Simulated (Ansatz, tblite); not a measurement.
**C20H13F3O2S2: a ladder of methods and basis sets**

Aim: run the singlet of C20H13F3O2S2 at one geometry on many levels, and compare frontier levels, spin and run time.

Method: as each input shows; program: Ansatz 0.2.0, Gaussian basis.

The runs, in order: GFN1-xTB, GFN2-xTB, PBE-D4/def2-TZVP, r2SCAN-D4/def2-TZVP, BLYP-D4/def2-TZVP, LDA/def2-TZVP, revPBE-D4/def2-TZVP, PBE-D4/def2-SVP, PBE0-D4/def2-SVP, HF/6-31G, B3LYP-D4/6-31G, MP2/def2-SVP, RPA/def2-SVP.

### Step 1. The structure

The singlet was relaxed beforehand with r2SCAN-D4/def2-SVP.

SMILES `O=C([O-])C(F)(F)F.c1ccc([S+]2c3ccccc3Sc3ccccc32)cc1`, 40 atoms, charge 0, spin multiplicity 1.

Bond lengths: O1–C2 1.228 Å, C2–O3 1.275 Å, C2–C4 1.550 Å, C4–F5 1.350 Å, C4–F6 1.347 Å, C4–F7 1.337 Å, C8–C9 1.400 Å, C8–C27 1.398 Å, C8–H28 1.094 Å, C9–C10 1.396 Å, C9–H29 1.094 Å, C10–C11 1.399 Å, C10–H30 1.094 Å, C11–S12 1.797 Å, C11–C26 1.397 Å, S12–C13 1.846 Å, S12–C25 1.800 Å, C13–C14 1.400 Å and more. Angles: O1–C2–O3 128.9°, O1–C2–C4 119.2°, O3–C2–C4 112.0°, C2–C4–F5 110.5°, C2–C4–F6 111.1°, C2–C4–F7 112.6°, F5–C4–F6 107.2°, F5–C4–F7 107.6°, F6–C4–F7 107.6°, C9–C8–C27 120.3°, C9–C8–H28 119.8°, C27–C8–H28 119.9°, C8–C9–C10 120.1°, C8–C9–H29 120.3°, C10–C9–H29 119.6°, C9–C10–C11 118.8°, C9–C10–H30 120.7°, C11–C10–H30 120.5° and more.

PBE0-D4/def2-TZVP was run before; its log isn't repeated, and its numbers join the tables.

### Step 2. GFN1-xTB

Tight binding, by tblite at 300 K electronic temperature and without a spin-polarisation term:

```python
tblite.interface.Calculator('GFN1-xTB', numbers, positions, charge=0, uhf=0).singlepoint()
```

Energy -2216.5092 eV, HOMO -11.11 eV, LUMO -8.48 eV; 0.093 s.

### Step 3. GFN2-xTB

Tight binding, by tblite at 300 K electronic temperature and without a spin-polarisation term:

```python
tblite.interface.Calculator('GFN2-xTB', numbers, positions, charge=0, uhf=0).singlepoint()
```

Energy -2128.4205 eV, HOMO -10.43 eV, LUMO -7.67 eV; 0.084 s.

### Step 4. PBE-D4/def2-TZVP

start.molden holds the orbitals of an earlier run on this state, given as this run's starting guess.

in.yaml

```yaml
crystal:
  periodic: [false, false, false]
  atoms:
    - {symbol: O, position_ang: [-2.157542, -2.038694, -1.369130]}
    - {symbol: C, position_ang: [-2.706862, -0.942284, -1.438083]}
    - {symbol: O, position_ang: [-2.313833, 0.179429, -0.977425]}
    - {symbol: C, position_ang: [-4.073332, -0.825975, -2.160555]}
    - {symbol: F, position_ang: [-5.031814, -0.428659, -1.297259]}
    - {symbol: F, position_ang: [-4.022992, 0.087758, -3.148915]}
    - {symbol: F, position_ang: [-4.469424, -1.983526, -2.699318]}
    - {symbol: C, position_ang: [-0.482613, 4.066811, 1.240082]}
    - {symbol: C, position_ang: [0.709576, 3.440244, 0.858545]}
    - {symbol: C, position_ang: [0.726143, 2.070579, 0.589139]}
    - {symbol: C, position_ang: [-0.466192, 1.346946, 0.704292]}
    - {symbol: S, position_ang: [-0.508175, -0.427513, 0.422892]}
    - {symbol: C, position_ang: [0.842754, -0.929139, 1.575875]}
    - {symbol: C, position_ang: [1.112728, -0.233039, 2.760021]}
    - {symbol: C, position_ang: [1.957053, -0.795234, 3.720397]}
    - {symbol: C, position_ang: [2.531115, -2.051469, 3.501074]}
    - {symbol: C, position_ang: [2.269594, -2.745296, 2.319727]}
    - {symbol: C, position_ang: [1.412055, -2.194108, 1.355047]}
    - {symbol: S, position_ang: [1.040962, -3.150088, -0.091116]}
    - {symbol: C, position_ang: [1.017365, -1.883538, -1.326626]}
    - {symbol: C, position_ang: [1.608796, -2.141249, -2.571619]}
    - {symbol: C, position_ang: [1.555598, -1.181405, -3.581874]}
    - {symbol: C, position_ang: [0.928782, 0.048770, -3.357055]}
    - {symbol: C, position_ang: [0.335178, 0.319889, -2.123639]}
    - {symbol: C, position_ang: [0.384899, -0.651774, -1.123652]}
    - {symbol: C, position_ang: [-1.668624, 1.958449, 1.067427]}
    - {symbol: C, position_ang: [-1.665143, 3.328346, 1.343881]}
    - {symbol: H, position_ang: [-0.489802, 5.140259, 1.449820]}
    - {symbol: H, position_ang: [1.633294, 4.018804, 0.769231]}
    - {symbol: H, position_ang: [1.653843, 1.569726, 0.298800]}
    - {symbol: H, position_ang: [0.653415, 0.741485, 2.942538]}
    - {symbol: H, position_ang: [2.160603, -0.248335, 4.644950]}
    - {symbol: H, position_ang: [3.194939, -2.491718, 4.250268]}
    - {symbol: H, position_ang: [2.730977, -3.718421, 2.129245]}
    - {symbol: H, position_ang: [2.108507, -3.099711, -2.734931]}
    - {symbol: H, position_ang: [2.011682, -1.395359, -4.552411]}
    - {symbol: H, position_ang: [0.879205, 0.797285, -4.152114]}
    - {symbol: H, position_ang: [-0.213830, 1.247335, -1.953741]}
    - {symbol: H, position_ang: [-2.589617, 1.373508, 1.088838]}
    - {symbol: H, position_ang: [-2.599268, 3.820913, 1.627375]}
basis:
  gaussian: {orbitals: def2-TZVP, fitting: {mean_field: def2-universal-jkfit}, initial_orbitals: start.molden}
hamiltonian: {xc: pbe, dispersion: d4}
scf: {omitted_lower_state_checks: [starts]}
output: {forces: true, orbitals: {seedname: orbitals}}
```

On the command line:

```sh
$ ansatz run in.yaml --threads 2 --pin off --events-out ev --progress --plain --max-ram 20480MiB --backend cuda --devices 0, --max-vram 18GiB
```

The runs that follow: r2SCAN-D4/def2-TZVP; BLYP-D4/def2-TZVP; LDA/def2-TZVP; revPBE-D4/def2-TZVP; PBE-D4/def2-SVP; PBE0-D4/def2-SVP; HF/6-31G; B3LYP-D4/6-31G; MP2/def2-SVP; RPA/def2-SVP.

Q: Predict the results of all the runs planned. Wanted: gap in def2-TZVP, named functionals, smallest and largest; correlation energy, MP2/def2-SVP; binding an atom, functionals in def2-TZVP; PBE0 total energy, smallest basis above largest.

The runs gave:

```
                                                 quantity                                   value
gap in def2-TZVP, named functionals, smallest and largest  2.60 eV (revPBE-D4), 4.93 eV (PBE0-D4)
                         correlation energy, MP2/def2-SVP                              -103.08 eV
                binding an atom, functionals in def2-TZVP         5.09 (BLYP-D4) to 5.98 eV (LDA)
          PBE0 total energy, smallest basis above largest          44.26 eV (def2-SVP, def2-TZVP)
```

In words: Orbital gaps of the named functionals in def2-TZVP span 2.60 eV (revPBE-D4) to 4.93 eV (PBE0-D4); exact exchange widens it.
